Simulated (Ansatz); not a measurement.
# NaPt4Cl: the cost of one run

Program: Ansatz 0.2.0. Level of theory: reference: DFT PBE, plane waves, PAW, scalar-relativistic, no spin polarisation. These are calculated values, not measurements.

1 further run of the same task is left out (it didn't finish).

### Step 1. The starting structure

Symmetry: F-43m, No. 216, cubic system. The conventional cell has a = 8.239 Å, b = 8.239 Å, c = 8.239 Å, α = 90.00°, β = 90.00°, γ = 90.00°. Na (site symmetry -43m) is surrounded by 12 Pt at 3.41 Å. Around Cl (site symmetry -43m) lie 4 Pt at 1.81 Å. Pt (site symmetry 3m) has 1 Cl at 1.81 Å as nearest neighbours.

As a file:

```
CELL_PARAMETERS angstrom
0.00000 4.11952 4.11952
4.11952 0.00000 4.11952
4.11952 4.11952 0.00000
ATOMIC_POSITIONS crystal
Na 0.50000 0.50000 0.50000
Cl 0.00000 0.00000 0.00000
Pt 0.12700 0.12700 0.12700
Pt 0.61900 0.12700 0.12700
Pt 0.12700 0.12700 0.61900
Pt 0.12700 0.61900 0.12700
```

### Step 2. Baseline

input.yaml

```yaml
crystal:
  lattice:
    - [0.0, 4.119524, 4.119524]
    - [4.119524, 0.0, 4.119524]
    - [4.119524, 4.119524, 0.0]
  atoms:
    - { symbol: Na, position: [0.5, 0.5, 0.5] }
    - { symbol: Cl, position: [0.0, 0.0, 0.0] }
    - { symbol: Pt, position: [0.127, 0.127, 0.127] }
    - { symbol: Pt, position: [0.619, 0.127, 0.127] }
    - { symbol: Pt, position: [0.127, 0.127, 0.619] }
    - { symbol: Pt, position: [0.127, 0.619, 0.127] }
  symmetry: { tolerance: 0.0003 }
kpoints:
  mp_grid: { grid: [4, 4, 4], shift: [0, 0, 0] }
magnetization:
  spin_polarized: false
scf:
  occupations: { method: fermi_dirac, width: 0.0442 }
hamiltonian:
  pseudopotentials: { kind: paw }
  xc: pbe
basis:
  ecutwfc: 420
output:
  forces: true
  stress: true
  eigenvalues: true
```

The run is started by

```console
> ansatz run input.yaml --threads 1 --pin off --max-ram 2560MiB --backend cpu --events-out ev --progress --plain --runs-dir out
```

Q: Estimate wall time and peak memory on 1 thread of Arm Neoverse V1, shared host.

About 5.6 s, with a peak of 0.36 GiB.
